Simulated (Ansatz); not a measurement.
# AsBGeH5O, SMILES [GeH2][O]B[AsH2]: a comparison of dispersion corrections

Run with Ansatz 0.2.0, Python API.

`asbgeh5o_disp.py`
```python
# -*- coding: utf-8 -*-
import warnings

import ansatz as az
from ase import Atoms

SETTINGS = {
    "basis_set": "def2-SVP",
}

warnings.simplefilter("ignore", az.DeckWarning)

atoms = Atoms(["Ge", "O", "B", "As", "H", "H", "H", "H", "H"], positions=[
    [-1.8594, -0.3956, 0.4192],
    [-0.5206, -0.6813, -0.7346],
    [0.683, -0.7384, 0.0918],
    [1.802, 0.9421, 0.3956],
    [-1.8129, 1.0729, 0.9146],
    [-3.2134, -0.6558, -0.2888],
    [1.0607, -1.7759, 0.5129],
    [2.8734, 0.4799, -0.6452],
    [0.9873, 1.752, -0.6655],
])
geometry = az.Crystal.molecule_from_ase(atoms)

model = geometry.calculation()
model = model.basis(gaussian=SETTINGS["basis_set"]).spin("collinear", total=1)
for name in ["revpbe", "r2scan"]:
    for correction in ("d3bj", "d4"):
        r = model.functional(name, dispersion=correction).run().report
        print(f"{name:8s} {correction:5s} total {r['free_energy_ev']:.5f} eV, of which dispersion {1000 * r['dispersion']['energy']['ev']:.2f} meV")
```

```console
$ python asbgeh5o_disp.py
revpbe   d3bj  total -120137.43934 eV, of which dispersion -482.35 meV
revpbe   d4    total -120137.55048 eV, of which dispersion -593.49 meV
r2scan   d3bj  total -120145.33083 eV, of which dispersion -57.16 meV
r2scan   d4    total -120145.32393 eV, of which dispersion -50.26 meV
```

Total energies depend on the basis set; only differences at equal settings carry meaning. The geometry is a force-field or estimated start, not a minimum of this method, and the basis set is short of its limit. D4 holds the three-body term, and d3bj doesn't. The run takes the species as open-shell (spin multiplicity 2), which needn't be its ground state. A dispersion term here runs with damping parameters fitted for another variant or functional. The script silences the warnings on its input, which a real study should read. Timing: 50 s on 1 thread of Arm Neoverse V1, with other jobs on the host, peak memory 0.32 GiB.
